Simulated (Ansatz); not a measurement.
Runs of Ansatz 0.2.0 on TaWC2. Symmetry: R-3m, No. 166, trigonal system. Conventional cell: a = 3.144 Å, b = 3.144 Å, c = 15.305 Å, α = 90.00°, β = 90.00°, γ = 120.00°. W (site symmetry -3m) has 6 C at 2.21 Å as nearest neighbours. Ta (site symmetry -3m) has 6 C at 2.23 Å as nearest neighbours. C (site symmetry 3m) is surrounded by 3 W at 2.21 Å and 3 Ta at 2.23 Å. The cell comes from a database or a generator and needn't be the stable form of this composition.

```csv
task,level,U,cutoff (eV),basis error allowed,gap on the mesh (eV),pressure (GPa),V0 of scaled cells (Å³/atom),B0 (GPa),largest force (eV/Å)
phonons,PBEsol,-,325,0.002 eV/atom,none,-,-,-,0.08
equation of state,PBEsol,-,-,0.001 eV/atom,-,-,10.57,365,-
band structure,PBE,-,304,0.002 eV/atom,-,-2.6,-,-,(a)
equation of state,LDA,-,-,0.002 eV/atom,-,-,10.40,(b),-
density of states,PBEsol+U,"Ta d U = 2 eV, W d U = 2 eV",303,0.002 eV/atom,none,(c),-,-,0.01
```

Alike in all rows: potentials or basis all-electron LAPW, scalar-relativistic; no spin polarisation; cell as given; k mesh 10 × 10 × 10; smearing fermi-dirac 0.05 eV.

Question: Fill in the values left out.

Answer: (a) 0.05; (b) 380; (c) -9.9.

Caveats: the cell was scaled at fixed shape and fractional positions, which overstates the stiffness of a crystal with free parameters, most of all of layers and chains (some runs); a metal's response needs a denser mesh (some runs); U is the effective U less J, on atomic orbitals that reach past the spheres (some runs); U without spin polarisation on a metal has little footing (some runs); the U is typed as a test and isn't derived for this compound (some runs).

A k mesh can miss the band edges, and the runs leave out spin-orbit coupling on Ta, W.

A gap of «none» marks a metal or a gap under the smearing width.

Not every run made on this cell is shown here.
